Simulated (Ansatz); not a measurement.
# SrTl: the cost of one run

Program: Ansatz 0.2.0. Level of theory: DFT r²SCAN, frozen-core PAW, scalar-relativistic unless said. These are calculated values, not measurements.

### Step 1. The starting structure

The structure is cubic, space group Pm-3m (No. 221). The conventional cell has a = 4.032 Å, b = 4.032 Å, c = 4.032 Å, α = 90.00°, β = 90.00°, γ = 90.00°. Sr (site symmetry m-3m) is surrounded by 8 Tl at 3.49 Å. Around Tl (site symmetry m-3m) lie 8 Sr at 3.49 Å.

As a file:

```xyz
2
Lattice="4.0320 0.0000 0.0000 0.0000 4.0320 0.0000 0.0000 0.0000 4.0320" Properties=species:S:1:pos:R:3 pbc="T T T"
Sr    0.0000    0.0000    0.0000
Tl    2.0160    2.0160    2.0160
```

Cartesian axes are those of the input's lattice vectors. The structure goes back to a database entry.

### Step 2. Cell and atoms relaxed, PAW

input.yaml

```yaml
crystal:
  lattice:
    - [4.032, 0.0, 0.0]
    - [0.0, 4.032, 0.0]
    - [0.0, 0.0, 4.032]
  atoms:
    - { symbol: Sr, position: [0.0, 0.0, 0.0] }
    - { symbol: Tl, position: [0.5, 0.5, 0.5] }
kpoints:
  mp_grid: { grid: [12, 12, 12] }
scf:
  occupations: { method: fermi_dirac, width: 0.1 }
hamiltonian:
  xc: r2scan
  pseudopotentials: { kind: paw }
relax:
  f_tol: 0.002
  max_steps: 80
  cell: {}
output:
  forces: true
  stress: true
```

Launch:

```bash
> ansatz run input.yaml --threads 1 --pin off --max-ram 2560MiB --backend cpu --events-out ev --progress --plain --runs-dir out
```

Q: Estimate wall time and peak memory on 1 thread of Arm Neoverse V1, shared host.

About 41 s, with a peak of 0.51 GiB.
